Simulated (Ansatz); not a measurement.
# H₆OSSi₂: how energies converge with the basis set

The task here is to estimate one member of a computed series from the others.

The runs use Ansatz 0.2.0, Gaussian basis; one geometry, several basis sets.

Levels to be run: PBE0-D4/def2-SVP; ωB97M-V/def2-SVP; PBE0-D4/def2-QZVPP; ωB97M-V/def2-QZVPP; the functionals' def2-TZVPP values are taken from earlier runs.

## The relaxed structure

The geometry comes from an earlier relaxation with PBE0-D4 in a triple-zeta def2 set; it is a stationary point, not always the lowest conformer.

SMILES `O[SiH]([SiH3])S`, 10 atoms, charge 0, spin multiplicity 1.

Atoms are counted from 1 here; the program's logs count them from 0.

Bond lengths: O1–Si2 1.647 Å, O1–H5 0.959 Å, Si2–Si3 2.335 Å, Si2–S4 2.148 Å, Si2–H6 1.489 Å, Si3–H7 1.487 Å, Si3–H8 1.487 Å, Si3–H9 1.487 Å, S4–H10 1.343 Å. Angles: Si2–O1–H5 117.6°, O1–Si2–Si3 106.3°, O1–Si2–S4 112.8°, O1–Si2–H6 111.1°, Si3–Si2–S4 108.2°, Si3–Si2–H6 113.2°, S4–Si2–H6 105.3°, Si2–Si3–H7 108.9°, Si2–Si3–H8 109.5°, Si2–Si3–H9 111.0°, H7–Si3–H8 109.1°, H7–Si3–H9 109.1°, H8–Si3–H9 109.2°, Si2–S4–H10 94.5°.

As a file:

| atom | x (Å) | y (Å) | z (Å) |
| --- | --- | --- | --- |
| O1 | -1.8217 | 0.5701 | -0.1893 |
| Si2 | -0.1790 | 0.5982 | -0.0691 |
| Si3 | 0.4443 | -1.4424 | 0.8799 |
| S4 | 0.7913 | 0.7736 | -1.9774 |
| H5 | -2.2383 | 1.2342 | -0.7423 |
| H6 | 0.2814 | 1.7764 | 0.7165 |
| H7 | 1.8842 | -1.3841 | 1.2466 |
| H8 | 0.2392 | -2.5332 | -0.1099 |
| H9 | -0.3577 | -1.7309 | 2.0982 |
| H10 | 1.0395 | 2.0869 | -1.8502 |

Set-up of the first run:

in.yaml reads:

```yaml
crystal:
  periodic: [false, false, false]
  atoms:
    - {symbol: O, position_ang: [-1.821655, 0.570137, -0.189287]}
    - {symbol: Si, position_ang: [-0.178996, 0.598202, -0.069109]}
    - {symbol: Si, position_ang: [0.444342, -1.442392, 0.879874]}
    - {symbol: S, position_ang: [0.791284, 0.773583, -1.977393]}
    - {symbol: H, position_ang: [-2.238278, 1.234199, -0.742270]}
    - {symbol: H, position_ang: [0.281428, 1.776429, 0.716469]}
    - {symbol: H, position_ang: [1.884193, -1.384081, 1.246572]}
    - {symbol: H, position_ang: [0.239177, -2.533161, -0.109935]}
    - {symbol: H, position_ang: [-0.357748, -1.730866, 2.098236]}
    - {symbol: H, position_ang: [1.039455, 2.086851, -1.850157]}
basis:
  gaussian: {orbitals: def2-SVP}
hamiltonian: {xc: pbe0, dispersion: d4}
output: {orbitals: {seedname: orbitals}}
```

Started as:

```console
ansatz run in.yaml --threads 2 --pin off --events-out ev --progress --plain --max-ram 4352MiB
```

Steps of the session up to this table: PBE0-D4 in def2-SVP; ωB97M-V in def2-SVP; PBE0-D4 in def2-QZVPP; ωB97M-V in def2-QZVPP.

One table of the session follows, with a row left open; its other results are not shown here.

```
functional       basis  HOMO (eV)  LUMO (eV)
   PBE0-D4    def2-SVP      -7.49       0.06
   PBE0-D4  def2-TZVPP      -7.61      -0.33
   PBE0-D4  def2-QZVPP      -7.64      -0.49
   ωB97M-V    def2-SVP      -9.61       1.95
   ωB97M-V  def2-TZVPP          ?          ?
   ωB97M-V  def2-QZVPP      -9.81       1.01
```

**Question.** Estimate the row for ωB97M-V, def2-TZVPP.

As computed: HOMO (eV): -9.77; LUMO (eV): 1.39. In the column «HOMO (eV)» it lies between ωB97M-V, def2-QZVPP (-9.81) and ωB97M-V, def2-SVP (-9.61).
